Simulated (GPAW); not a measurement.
## AlSn in GPAW: convergence with smearing width (eV)

Input of the first run (smearing width (eV) 0.5); the others differ in this setting and in those tied to it:

The input run.py:

```python
from ase.dft.bandgap import bandgap
from ase.io import read, write
from ase.units import GPa
from gpaw import GPAW, PW

atoms = read('POSCAR')

calc = GPAW(mode=PW(600),
            xc='PBE',
            kpts={'size': (6, 6, 6), 'gamma': True},
            occupations={'name': 'marzari-vanderbilt', 'width': 0.5},
            nbands=17,
            convergence={'density': 1e-05, 'energy': 1e-05},
            maxiter=100,
            txt='gpaw.txt')
atoms.calc = calc
energy = atoms.get_potential_energy()
forces = atoms.get_forces()
stress = atoms.get_stress()
calc.write('gs.gpw')
write('result.traj', atoms)
print(f'Energy: {energy:.6f} eV')
print('Forces (eV/A):')
print(forces.round(4))
print('Stress (GPa):', (stress / GPa).round(3))
print('Fermi level:', round(calc.get_fermi_level(), 4), 'eV')
print(f'Gap: {bandgap(calc)[0]:.4f} eV, direct: {bandgap(calc, direct=True)[0]:.4f} eV')
```

POSCAR

```
AlSn
1.0
    4.1981056157      0.0000000000      0.0000000000
   -2.0990528078      3.6356661109      0.0000000000
    0.0000000000      0.0000000000      3.3068470000
Sn Al
1 1
Direct
    0.3333333333      0.6666666667      0.5000000000
    0.0000000000      0.0000000000      0.0000000000
```

Potentials or basis: GPAW PAW data sets (gpaw-data 1.2.1), pw.

The run is started by

```bash
$ OMP_NUM_THREADS=1 python run.py
```

The cell comes from a database or a generator and needn't be the stable form of this composition.

Hardware: 1 thread of Arm Neoverse V2, on a shared host.

```tsv
smearing width (eV)	energy less the tightest run, at zero smearing (meV/atom)	pressure (GPa)	SCF cycles	CPU time (s)	peak memory (GiB)
0.5	-4.01	-0.24	9	9.7	0.16
0.3	-0.76	-0.33	9	9.4	0.16
0.2	-0.61	-0.40	9	9.8	0.16
0.15	-0.45	-0.47	9	9.6	0.16
0.1	-0.19	-0.51	9	9.4	0.16
0.05	-0.07	-0.51	9	9.3	0.16
0.025	-0.09	-0.52	9	9.4	0.16
0.01	0.00	-0.52	9	9.3	0.16
```

Against the tightest run, the energy stays within 1 meV/atom from 0.3 on; the pressure stays within 0.1 GPa from 0.15 on. Narrower smearing needs a denser k mesh, so at a fixed mesh the narrowest width isn't the most accurate. The tightest run that finished is the yardstick and may itself not be fully converged.

Caveat, for the tightest run too: this smearing can pin the Fermi level at a band edge.
